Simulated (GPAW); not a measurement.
# BiTe (Fm-3m) in GPAW: further runs

The runs below take BiTe through relaxation of cell and atoms, with PBE.

All numbers are computed with GPAW 26.7.0; they aren't measurements. Logs are shortened: lines on timing, memory, paths and dates and some standing lists are left out, and cuts for length are marked. The log counts tension as positive stress, the text compression.

### Step 1. Starting point

It takes space group Fm-3m (No. 225, cubic). The conventional cell has a = 6.470 Å, b = 6.470 Å, c = 6.470 Å, α = 90.00°, β = 90.00°, γ = 90.00°. Bi (site symmetry m-3m) has 6 Te at 3.23 Å as nearest neighbours. Te (site symmetry m-3m) is surrounded by 6 Bi at 3.23 Å.

### Step 2. Relaxation of cell and atoms, PBE

run.py

```python
from ase.filters import FrechetCellFilter
from ase.io import read, write
from ase.optimize import BFGS
from gpaw import GPAW, PW

atoms = read('BiTe.xyz')

calc = GPAW(mode=PW(600),
            xc='PBE',
            kpts={'size': (7, 7, 7), 'gamma': True},
            occupations={'name': 'fermi-dirac', 'width': 0.05},
            nbands=20,
            convergence={'density': 1e-05, 'forces': 0.0001},
            maxiter=150,
            txt='gpaw.txt')
atoms.calc = calc
opt = BFGS(FrechetCellFilter(atoms), trajectory='relax.traj', logfile='-')
done = opt.run(fmax=0.02, steps=60)
calc.write('gs.gpw')
write('result.traj', atoms)
print('Converged:', done)
print('Cell:', atoms.cell.cellpar().round(4))
print('Volume:', round(atoms.get_volume(), 4))
print(atoms.get_scaled_positions().round(5))
```

BiTe.xyz

```xyz
2
Lattice="0.0000000000 3.2350000000 3.2350000000 3.2350000000 0.0000000000 3.2350000000 3.2350000000 3.2350000000 0.0000000000" Properties=species:S:1:pos:R:3 pbc="T T T"
Bi     0.0000000000      0.0000000000      0.0000000000
Te     3.2350000000      3.2350000000      3.2350000000
```

Potentials or basis: GPAW PAW data sets (gpaw-data 1.2.1), pw.

Started as:

```bash
$ OMP_NUM_THREADS=1 python run.py
```

gpaw.txt:

```text
__  _  _
 | _ |_)|_||  |
 |__||  | ||/\| - 26.7.0

Input parameters:
  mode=PW(ecut=600.0),
  convergence={'density': 1e-05, 'forces': 0.0001},
  kpts=MonkhorstPack(size=(7, 7, 7), gamma=True),
  maxiter=150,
  nbands=20,
  occupations=Occupations(name='fermi-dirac', width=0.05),
  xc=XC(name='PBE')

Diagonalizing LCAO Hamiltonian
Converting LCAO to pw mode

                 Te

       Bi

Atoms  # Å, Bohr magnetons
|   | symbol |        x |        y |        z |    initial magnetic moments |
|---|--------|----------|----------|----------|-----------------------------|
| 0 |     Bi | 0.000000 | 0.000000 | 0.000000 | ( 0.0000,  0.0000,  0.0000) |
| 1 |     Te | 3.235000 | 3.235000 | 3.235000 | ( 0.0000,  0.0000,  0.0000) |

Unit cell  # Å
| periodic |        x |        y |        z |  lengths |    angles |
|----------|----------|----------|----------|----------|-----------|
|      yes | 0.000000 | 3.235000 | 3.235000 | 4.574981 | 60.000000 |
|      yes | 3.235000 | 0.000000 | 3.235000 | 4.574981 | 60.000000 |
|      yes | 3.235000 | 3.235000 | 0.000000 | 4.574981 | 60.000000 |

Number of symmetries: 48
Symmetry operations  # r_c * U_cc + t_c -> r_c
|    | kind |            matrix            |
|----|------|------------------------------|
|  0 |  σ   |  1, 0, 0,  1, 0,-1,  1,-1, 0 |
|  1 |  C2  |  1, 0, 0,  1,-1, 0,  1, 0,-1 |
|  2 |  E   |  1, 0, 0,  0, 1, 0,  0, 0, 1 |
|  3 |  σ   |  1, 0, 0,  0, 0, 1,  0, 1, 0 |
|  4 |  C4  |  1, 0,-1,  1, 0, 0,  1,-1, 0 |
|  5 |  S6  |  1, 0,-1,  1,-1, 0,  1, 0, 0 |
|  6 |  σ   |  1, 0,-1,  0, 1,-1,  0, 0,-1 |
|  7 |  C3  |  1, 0,-1,  0, 0,-1,  0, 1,-1 |
|  8 |  S6  |  1,-1, 0,  1, 0, 0,  1, 0,-1 |
|  9 |  C4  |  1,-1, 0,  1, 0,-1,  1, 0, 0 |
| 10 |  C3  |  1,-1, 0,  0,-1, 1,  0,-1, 0 |
| 11 |  σ   |  1,-1, 0,  0,-1, 0,  0,-1, 1 |
| 12 |  σ   |  0, 1, 0,  1, 0, 0,  0, 0, 1 |
| 13 |  C4  |  0, 1, 0,  0, 1,-1, -1, 1, 0 |
| 14 |  C3  |  0, 1, 0,  0, 0, 1,  1, 0, 0 |
| 15 |  S6  |  0, 1, 0, -1, 1, 0,  0, 1,-1 |
| 16 |  C2  |  0, 1,-1,  1, 0,-1,  0, 0,-1 |
| 17 |  σ   |  0, 1,-1,  0, 1, 0, -1, 1, 0 |
| 18 |  S4  |  0, 1,-1,  0, 0,-1,  1, 0,-1 |
| 19 |  C4  |  0, 1,-1, -1, 1, 0,  0, 1, 0 |
| 20 |  C3  |  0, 0, 1,  1, 0, 0,  0, 1, 0 |
| 21 |  σ   |  0, 0, 1,  0, 1, 0,  1, 0, 0 |
| 22 |  S6  |  0, 0, 1,  0,-1, 1, -1, 0, 1 |
| 23 |  C4  |  0, 0, 1, -1, 0, 1,  0,-1, 1 |
| 24 |  S4  |  0, 0,-1,  1, 0,-1,  0, 1,-1 |
| 25 |  C3  |  0, 0,-1,  0, 1,-1,  1, 0,-1 |
| 26 |  C2  |  0, 0,-1,  0,-1, 0, -1, 0, 0 |
| 27 |  S6  |  0, 0,-1, -1, 0, 0,  0,-1, 0 |
| 28 |  S4  |  0,-1, 1,  1,-1, 0,  0,-1, 0 |
| 29 |  C4  |  0,-1, 1,  0, 0, 1, -1, 0, 1 |
| 30 |  C2  |  0,-1, 1,  0,-1, 0,  1,-1, 0 |
| 31 |  σ   |  0,-1, 1, -1, 0, 1,  0, 0, 1 |
| 32 |  C3  |  0,-1, 0,  1,-1, 0,  0,-1, 1 |
| 33 |  S6  |  0,-1, 0,  0, 0,-1, -1, 0, 0 |
[... 184 lines left out ...]
|        ... |               |           |
|          2 |       -16.917 |     2.000 |
|          3 |       -16.917 |     2.000 |
|          4 |       -16.917 |     2.000 |
|          5 |        -7.049 |     2.000 |
|          6 |        -1.603 |     2.000 |
|          7 |         3.859 |     2.000 |
[... 8 lines left out ...]
|         16 |        12.580 |     0.000 |
|         17 |        12.991 |     0.000 |
|        ... |               |           |
|         19 |        13.103 |     0.000 |

No gap
No difference between direct/indirect transitions

Stress tensor  # eV/Ang^3
|         x |         y |         z |
|-----------|-----------|-----------|
| -0.004396 | -0.000000 |  0.000000 |
| -0.000000 | -0.004396 |  0.000000 |
|  0.000000 |  0.000000 | -0.004396 |

Forces  # eV/Ang
|       x |        y |        z |
|---------|----------|----------|
| 0.00000 |  0.00000 | -0.00000 |  # Bi   0
| 0.00000 | -0.00000 | -0.00000 |  # Te   1

Interpolating wave functions to new cell

                 Te

       Bi

Atoms  # Å, Bohr magnetons
|   | symbol |        x |        y |         z |    initial magnetic moments |
|---|--------|----------|----------|-----------|-----------------------------|
| 0 |     Bi | 0.000000 | 0.000000 | -0.000000 | ( 0.0000,  0.0000,  0.0000) |
| 1 |     Te | 3.238441 | 3.238441 |  3.238441 | ( 0.0000,  0.0000,  0.0000) |

Unit cell  # Å
| periodic |        x |        y |         z |  lengths |    angles |
|----------|----------|----------|-----------|----------|-----------|
|      yes | 0.000000 | 3.238441 |  3.238441 | 4.579847 | 60.000000 |
|      yes | 3.238441 | 0.000000 |  3.238441 | 4.579847 | 60.000000 |
|      yes | 3.238441 | 3.238441 | -0.000000 | 4.579847 | 60.000000 |

Number of symmetries: 48
Symmetry operations  # r_c * U_cc + t_c -> r_c
|    | kind |            matrix            |
|----|------|------------------------------|
|  0 |  σ   |  1, 0, 0,  1, 0,-1,  1,-1, 0 |
|  1 |  C2  |  1, 0, 0,  1,-1, 0,  1, 0,-1 |
|  2 |  E   |  1, 0, 0,  0, 1, 0,  0, 0, 1 |
|  3 |  σ   |  1, 0, 0,  0, 0, 1,  0, 1, 0 |
|  4 |  C4  |  1, 0,-1,  1, 0, 0,  1,-1, 0 |
|  5 |  S6  |  1, 0,-1,  1,-1, 0,  1, 0, 0 |
|  6 |  σ   |  1, 0,-1,  0, 1,-1,  0, 0,-1 |
|  7 |  C3  |  1, 0,-1,  0, 0,-1,  0, 1,-1 |
|  8 |  S6  |  1,-1, 0,  1, 0, 0,  1, 0,-1 |
|  9 |  C4  |  1,-1, 0,  1, 0,-1,  1, 0, 0 |
| 10 |  C3  |  1,-1, 0,  0,-1, 1,  0,-1, 0 |
| 11 |  σ   |  1,-1, 0,  0,-1, 0,  0,-1, 1 |
| 12 |  σ   |  0, 1, 0,  1, 0, 0,  0, 0, 1 |
| 13 |  C4  |  0, 1, 0,  0, 1,-1, -1, 1, 0 |
| 14 |  C3  |  0, 1, 0,  0, 0, 1,  1, 0, 0 |
| 15 |  S6  |  0, 1, 0, -1, 1, 0,  0, 1,-1 |
| 16 |  C2  |  0, 1,-1,  1, 0,-1,  0, 0,-1 |
| 17 |  σ   |  0, 1,-1,  0, 1, 0, -1, 1, 0 |
| 18 |  S4  |  0, 1,-1,  0, 0,-1,  1, 0,-1 |
| 19 |  C4  |  0, 1,-1, -1, 1, 0,  0, 1, 0 |
| 20 |  C3  |  0, 0, 1,  1, 0, 0,  0, 1, 0 |
| 21 |  σ   |  0, 0, 1,  0, 1, 0,  1, 0, 0 |
| 22 |  S6  |  0, 0, 1,  0,-1, 1, -1, 0, 1 |
| 23 |  C4  |  0, 0, 1, -1, 0, 1,  0,-1, 1 |
| 24 |  S4  |  0, 0,-1,  1, 0,-1,  0, 1,-1 |
| 25 |  C3  |  0, 0,-1,  0, 1,-1,  1, 0,-1 |
| 26 |  C2  |  0, 0,-1,  0,-1, 0, -1, 0, 0 |
| 27 |  S6  |  0, 0,-1, -1, 0, 0,  0,-1, 0 |
| 28 |  S4  |  0,-1, 1,  1,-1, 0,  0,-1, 0 |
| 29 |  C4  |  0,-1, 1,  0, 0, 1, -1, 0, 1 |
| 30 |  C2  |  0,-1, 1,  0,-1, 0,  1,-1, 0 |
| 31 |  σ   |  0,-1, 1, -1, 0, 1,  0, 0, 1 |
| 32 |  C3  |  0,-1, 0,  1,-1, 0,  0,-1, 1 |
| 33 |  S6  |  0,-1, 0,  0, 0,-1, -1, 0, 0 |
[... 183 lines left out ...]
|        ... |               |           |
|          2 |       -16.954 |     2.000 |
|          3 |       -16.954 |     2.000 |
|          4 |       -16.954 |     2.000 |
|          5 |        -7.065 |     2.000 |
|          6 |        -1.652 |     2.000 |
|          7 |         3.830 |     2.000 |
[... 8 lines left out ...]
|         16 |        12.527 |     0.000 |
|         17 |        12.962 |     0.000 |
|        ... |               |           |
|         19 |        13.062 |     0.000 |

No gap
No difference between direct/indirect transitions

Stress tensor  # eV/Ang^3
|         x |         y |         z |
|-----------|-----------|-----------|
| -0.003411 |  0.000000 |  0.000000 |
|  0.000000 | -0.003411 | -0.000000 |
|  0.000000 | -0.000000 | -0.003411 |

Forces  # eV/Ang
|       x |       y |       z |
|---------|---------|---------|
| 0.00000 | 0.00000 | 0.00000 |  # Bi   0
| 0.00000 | 0.00000 | 0.00000 |  # Te   1

Interpolating wave functions to new cell

                 Te

       Bi

Atoms  # Å, Bohr magnetons
|   | symbol |        x |        y |         z |    initial magnetic moments |
|---|--------|----------|----------|-----------|-----------------------------|
| 0 |     Bi | 0.000000 | 0.000000 | -0.000000 | ( 0.0000,  0.0000,  0.0000) |
| 1 |     Te | 3.250559 | 3.250559 |  3.250559 | ( 0.0000,  0.0000,  0.0000) |

Unit cell  # Å
| periodic |        x |         y |        z |  lengths |    angles |
|----------|----------|-----------|----------|----------|-----------|
|      yes | 0.000000 |  3.250559 | 3.250559 | 4.596985 | 60.000000 |
|      yes | 3.250559 | -0.000000 | 3.250559 | 4.596985 | 60.000000 |
|      yes | 3.250559 |  3.250559 | 0.000000 | 4.596985 | 60.000000 |

Number of symmetries: 48
Symmetry operations  # r_c * U_cc + t_c -> r_c
|    | kind |            matrix            |
|----|------|------------------------------|
|  0 |  σ   |  1, 0, 0,  1, 0,-1,  1,-1, 0 |
|  1 |  C2  |  1, 0, 0,  1,-1, 0,  1, 0,-1 |
|  2 |  E   |  1, 0, 0,  0, 1, 0,  0, 0, 1 |
|  3 |  σ   |  1, 0, 0,  0, 0, 1,  0, 1, 0 |
|  4 |  C4  |  1, 0,-1,  1, 0, 0,  1,-1, 0 |
|  5 |  S6  |  1, 0,-1,  1,-1, 0,  1, 0, 0 |
|  6 |  σ   |  1, 0,-1,  0, 1,-1,  0, 0,-1 |
|  7 |  C3  |  1, 0,-1,  0, 0,-1,  0, 1,-1 |
|  8 |  S6  |  1,-1, 0,  1, 0, 0,  1, 0,-1 |
|  9 |  C4  |  1,-1, 0,  1, 0,-1,  1, 0, 0 |
| 10 |  C3  |  1,-1, 0,  0,-1, 1,  0,-1, 0 |
| 11 |  σ   |  1,-1, 0,  0,-1, 0,  0,-1, 1 |
| 12 |  σ   |  0, 1, 0,  1, 0, 0,  0, 0, 1 |
| 13 |  C4  |  0, 1, 0,  0, 1,-1, -1, 1, 0 |
| 14 |  C3  |  0, 1, 0,  0, 0, 1,  1, 0, 0 |
| 15 |  S6  |  0, 1, 0, -1, 1, 0,  0, 1,-1 |
| 16 |  C2  |  0, 1,-1,  1, 0,-1,  0, 0,-1 |
| 17 |  σ   |  0, 1,-1,  0, 1, 0, -1, 1, 0 |
| 18 |  S4  |  0, 1,-1,  0, 0,-1,  1, 0,-1 |
| 19 |  C4  |  0, 1,-1, -1, 1, 0,  0, 1, 0 |
| 20 |  C3  |  0, 0, 1,  1, 0, 0,  0, 1, 0 |
| 21 |  σ   |  0, 0, 1,  0, 1, 0,  1, 0, 0 |
| 22 |  S6  |  0, 0, 1,  0,-1, 1, -1, 0, 1 |
| 23 |  C4  |  0, 0, 1, -1, 0, 1,  0,-1, 1 |
| 24 |  S4  |  0, 0,-1,  1, 0,-1,  0, 1,-1 |
| 25 |  C3  |  0, 0,-1,  0, 1,-1,  1, 0,-1 |
| 26 |  C2  |  0, 0,-1,  0,-1, 0, -1, 0, 0 |
| 27 |  S6  |  0, 0,-1, -1, 0, 0,  0,-1, 0 |
| 28 |  S4  |  0,-1, 1,  1,-1, 0,  0,-1, 0 |
| 29 |  C4  |  0,-1, 1,  0, 0, 1, -1, 0, 1 |
| 30 |  C2  |  0,-1, 1,  0,-1, 0,  1,-1, 0 |
| 31 |  σ   |  0,-1, 1, -1, 0, 1,  0, 0, 1 |
| 32 |  C3  |  0,-1, 0,  1,-1, 0,  0,-1, 1 |
| 33 |  S6  |  0,-1, 0,  0, 0,-1, -1, 0, 0 |
[... 183 lines left out ...]
|        ... |               |           |
|          2 |       -17.083 |     2.000 |
|          3 |       -17.083 |     2.000 |
|          4 |       -17.083 |     2.000 |
|          5 |        -7.120 |     2.000 |
|          6 |        -1.826 |     2.000 |
|          7 |         3.727 |     2.000 |
[... 8 lines left out ...]
|         16 |        12.341 |     0.000 |
|         17 |        12.859 |     0.000 |
|        ... |               |           |
|         19 |        12.920 |     0.000 |

No gap
No difference between direct/indirect transitions

Stress tensor  # eV/Ang^3
|         x |         y |         z |
|-----------|-----------|-----------|
| -0.000061 | -0.000000 | -0.000000 |
| -0.000000 | -0.000061 |  0.000000 |
| -0.000000 |  0.000000 | -0.000061 |

Forces  # eV/Ang
|       x |        y |        z |
|---------|----------|----------|
| 0.00000 |  0.00000 | -0.00000 |  # Bi   0
| 0.00000 | -0.00000 |  0.00000 |  # Te   1

# Writing to gs.gpw (mode='')
```

Run time: 44 s. Hardware: 1 thread of Arm Neoverse V2, shared host; peak memory 0.2 GiB.

Results:

| Item | Value |
| --- | --- |
| Free energy | -8.0078 eV |
| Relaxed volume | 34.35 Å³/atom |
| Relaxed cell | a = 4.597 Å, b = 4.597 Å, c = 4.597 Å, α = 60.00°, β = 60.00°, γ = 60.00° |
| Space group after relaxing (to 0.05 Å) | Fm-3m (No. 225) |
| Energy gained by relaxing | 1.2 meV/atom |
| Ionic steps | 3 |
| Pressure after relaxing | 0.0 GPa |
| Band gap on the k mesh | none (metal or under the smearing width) |

The path:
| step | energy change (eV) | largest force (eV/Å) | pressure (GPa) | volume (Å³) |
| --- | --- | --- | --- | --- |
| 1 | 0.0000 | 0.0000 | 0.70 | 67.71 |
| 2 | -0.0009 | 0.0000 | 0.55 | 67.93 |
| 3 | -0.0024 | 0.0000 | 0.01 | 68.69 |

Final structure:
```xyz
2
Lattice="0.0000 3.2506 3.2506 3.2506 0.0000 3.2506 3.2506 3.2506 0.0000" Properties=species:S:1:pos:R:3 pbc="T T T"
Bi    0.0000    0.0000    0.0000
Te    3.2506    3.2506    3.2506
```

Levels at points of the mesh, in eV from the Fermi level:
| k point | band 7 | band 8 | band 9 | band 10 | band 11 | band 12 | band 13 | band 14 |
| --- | --- | --- | --- | --- | --- | --- | --- | --- |
| (0.00, 0.00, 0.00) | -8.10 | -2.54 | -2.54 | -2.54 | 2.09 | 2.09 | 2.09 | 4.67 |

Caveat: later steps reuse the first step's grids; spin-orbit coupling is left out, which moves the levels of the heavy elements.

### Step 3. Relaxation of cell and atoms, PBE, target pressure 2 GPa, at which the enthalpy is minimised

Changes to run.py since step 2:

```diff
@@ -3,5 +3,6 @@
 from ase.optimize import BFGS
+from ase.units import GPa
 from gpaw import GPAW, PW
 
-atoms = read('BiTe.xyz')
+atoms = read('POSCAR')
 
@@ -16,3 +17,3 @@
 atoms.calc = calc
-opt = BFGS(FrechetCellFilter(atoms), trajectory='relax.traj', logfile='-')
+opt = BFGS(FrechetCellFilter(atoms, scalar_pressure=2 * GPa), trajectory='relax.traj', logfile='-')
 done = opt.run(fmax=0.02, steps=60)
```

POSCAR

```
BiTe
1.0
    0.0000000000      3.2350000000      3.2350000000
    3.2350000000      0.0000000000      3.2350000000
    3.2350000000      3.2350000000      0.0000000000
Bi Te
1 1
Direct
    0.0000000000      0.0000000000      0.0000000000
    0.5000000000      0.5000000000      0.5000000000
```

Potentials or basis: GPAW PAW data sets (gpaw-data 1.2.1), pw.

Started as:

```bash
$ OMP_NUM_THREADS=1 python run.py
```

Run time: 46 s. Hardware: 1 thread of Arm Neoverse V2, shared host; peak memory 0.2 GiB.

The run converged. Its results:

| Item | Value |
| --- | --- |
| Free energy | -7.9911 eV |
| Relaxed volume | 33.01 Å³/atom |
| Relaxed cell | a = 4.537 Å, b = 4.537 Å, c = 4.537 Å, α = 60.00°, β = 60.00°, γ = 60.00° |
| Space group after relaxing (to 0.05 Å) | Fm-3m (No. 225) |
| Energy change on relaxing (the enthalpy is what falls) | +7.2 meV/atom |
| Ionic steps | 3 |
| Pressure after relaxing | 2.0 GPa |
| Band gap on the k mesh | none (metal or under the smearing width) |

Step by step:
| step | energy change (eV) | largest force (eV/Å) | pressure (GPa) | volume (Å³) |
| --- | --- | --- | --- | --- |
| 1 | 0.0000 | 0.0000 | 0.70 | 67.71 |
| 2 | 0.0022 | 0.0000 | 1.00 | 67.31 |
| 3 | 0.0145 | 0.0000 | 2.03 | 66.03 |

Final structure:
```
CELL_PARAMETERS angstrom
0.00000 3.20794 3.20794
3.20794 0.00000 3.20794
3.20794 3.20794 0.00000
ATOMIC_POSITIONS crystal
Bi 0.00000 0.00000 0.00000
Te 0.50000 0.50000 0.50000
```

Levels at points of the mesh, in eV from the Fermi level:
| k point | band 8 | band 9 | band 10 | band 11 | band 12 | band 13 |
| --- | --- | --- | --- | --- | --- | --- |
| (0.00, 0.00, 0.00) | -2.66 | -2.66 | -2.66 | 2.16 | 2.16 | 2.16 |

Caveat: later steps reuse the first step's grids; spin-orbit coupling is left out, which moves the levels of the heavy elements.

### Step 4. Relaxation of cell and atoms, PBE, target pressure 5 GPa, at which the enthalpy is minimised

Changes to run.py since step 3:

```diff
@@ -1,3 +1,4 @@
+from ase import Atoms
 from ase.filters import FrechetCellFilter
-from ase.io import read, write
+from ase.io import write
 from ase.optimize import BFGS
@@ -6,3 +7,9 @@
 
-atoms = read('POSCAR')
+atoms = Atoms(['Bi', 'Te'],
+              cell=[[0.0, 3.235, 3.235],
+                    [3.235, 0.0, 3.235],
+                    [3.235, 3.235, 0.0]],
+              scaled_positions=[[0.0, 0.0, 0.0],
+                                [0.5, 0.5, 0.5]],
+              pbc=True)
 
@@ -17,3 +24,3 @@
 atoms.calc = calc
-opt = BFGS(FrechetCellFilter(atoms, scalar_pressure=2 * GPa), trajectory='relax.traj', logfile='-')
+opt = BFGS(FrechetCellFilter(atoms, scalar_pressure=5 * GPa), trajectory='relax.traj', logfile='-')
 done = opt.run(fmax=0.02, steps=60)
```

Started as:

```bash
$ OMP_NUM_THREADS=1 python run.py
```

It took 60 s on 1 thread of Arm Neoverse V2, shared host; peak memory 0.22 GiB.

It converged, with:

```
Free energy                                            : -7.9242 eV
Relaxed volume                                         : 31.47 Å³/atom
Relaxed cell                                           : a = 4.465 Å, b = 4.465 Å, c = 4.465 Å, α = 60.00°, β = 60.00°, γ = 60.00°
Space group after relaxing (to 0.05 Å)                 : Fm-3m (No. 225)
Energy change on relaxing (the enthalpy is what falls) : +40.6 meV/atom
Ionic steps                                            : 4
Pressure after relaxing                                : 5.0 GPa
Band gap on the k mesh                                 : none (metal or under the smearing width)
```

The path:
| step | energy change (eV) | largest force (eV/Å) | pressure (GPa) | volume (Å³) |
| --- | --- | --- | --- | --- |
| 1 | 0.0000 | 0.0000 | 0.70 | 67.71 |
| 2 | 0.0100 | 0.0000 | 1.71 | 66.41 |
| 3 | 0.0904 | 0.0000 | 5.30 | 62.64 |
| 4 | 0.0811 | 0.0000 | 4.98 | 62.93 |

Final structure:
```
CELL_PARAMETERS angstrom
0.00000 3.15702 3.15702
3.15702 0.00000 3.15702
3.15702 3.15702 0.00000
ATOMIC_POSITIONS crystal
Bi 0.00000 0.00000 0.00000
Te 0.50000 0.50000 0.50000
```

Levels at points of the mesh, in eV from the Fermi level:
| k point | band 7 | band 8 | band 9 | band 10 | band 11 | band 12 | band 13 | band 14 |
| --- | --- | --- | --- | --- | --- | --- | --- | --- |
| (0.00, 0.00, 0.00) | -7.78 | -2.81 | -2.81 | -2.81 | 2.25 | 2.25 | 2.25 | 4.50 |

Caveat: later steps reuse the first step's grids; spin-orbit coupling is left out, which moves the levels of the heavy elements.

### Step 5. Relaxation of cell and atoms, PBE, target pressure 10 GPa, at which the enthalpy is minimised

Changes to run.py since step 4:

```diff
@@ -24,3 +24,3 @@
 atoms.calc = calc
-opt = BFGS(FrechetCellFilter(atoms, scalar_pressure=5 * GPa), trajectory='relax.traj', logfile='-')
+opt = BFGS(FrechetCellFilter(atoms, scalar_pressure=10 * GPa), trajectory='relax.traj', logfile='-')
 done = opt.run(fmax=0.02, steps=60)
```

Started as:

```bash
$ OMP_NUM_THREADS=1 python run.py
```

It took 54 s on 1 thread of Arm Neoverse V2, shared host; peak memory 0.21 GiB.

It converged, with:

| Item | Value |
| --- | --- |
| Free energy | -7.7467 eV |
| Relaxed volume | 29.52 Å³/atom |
| Relaxed cell | a = 4.371 Å, b = 4.371 Å, c = 4.371 Å, α = 60.00°, β = 60.00°, γ = 60.00° |
| Space group after relaxing (to 0.05 Å) | Fm-3m (No. 225) |
| Energy change on relaxing (the enthalpy is what falls) | +128.9 meV/atom |
| Ionic steps | 4 |
| Pressure after relaxing | 9.9 GPa |
| Band gap on the k mesh | none (metal or under the smearing width) |

Step by step:
```csv
step,energy change (eV),largest force (eV/Å),pressure (GPa),volume (Å³)
1,0.0000,0.0000,0.70,67.71
2,0.0319,0.0000,3.00,64.92
3,0.3129,0.0000,11.18,58.21
4,0.2577,0.0000,9.90,59.05
```

Final structure:
```
CELL_PARAMETERS angstrom
0.00000 3.09072 3.09072
3.09072 0.00000 3.09072
3.09072 3.09072 0.00000
ATOMIC_POSITIONS crystal
Bi 0.00000 0.00000 0.00000
Te 0.50000 0.50000 0.50000
```

Levels at points of the mesh, in eV from the Fermi level:
```csv
k point,band 6,band 7,band 8,band 9,band 10,band 11,band 12,band 13,band 14,band 15
"(0.00, 0.00, 0.00)",-14.59,-7.53,-3.03,-3.03,-3.03,2.35,2.35,2.35,4.37,4.37
```

Caveat: later steps reuse the first step's grids; spin-orbit coupling is left out, which moves the levels of the heavy elements.

### Step 6. Summary

```csv
cell,target pressure,gap on the mesh (eV),pressure (GPa)
relaxed,-,none,0.0
relaxed to 2 GPa,2 GPa,none,2.0
relaxed to 5 GPa,5 GPa,none,5.0
relaxed to 10 GPa,10 GPa,none,9.9
```

Alike in all rows: task relaxation of cell and atoms; level PBE; potentials or basis GPAW PAW data sets (gpaw-data 1.2.1), pw; no spin polarisation; k mesh 7 × 7 × 7; cutoff (eV) 600; smearing fermi-dirac 0.05 eV.

Caveats: later steps reuse the first step's grids; spin-orbit coupling is left out, which moves the levels of the heavy elements.

Total energies depend on the potentials used, so only differences within one code and one set of settings carry meaning.
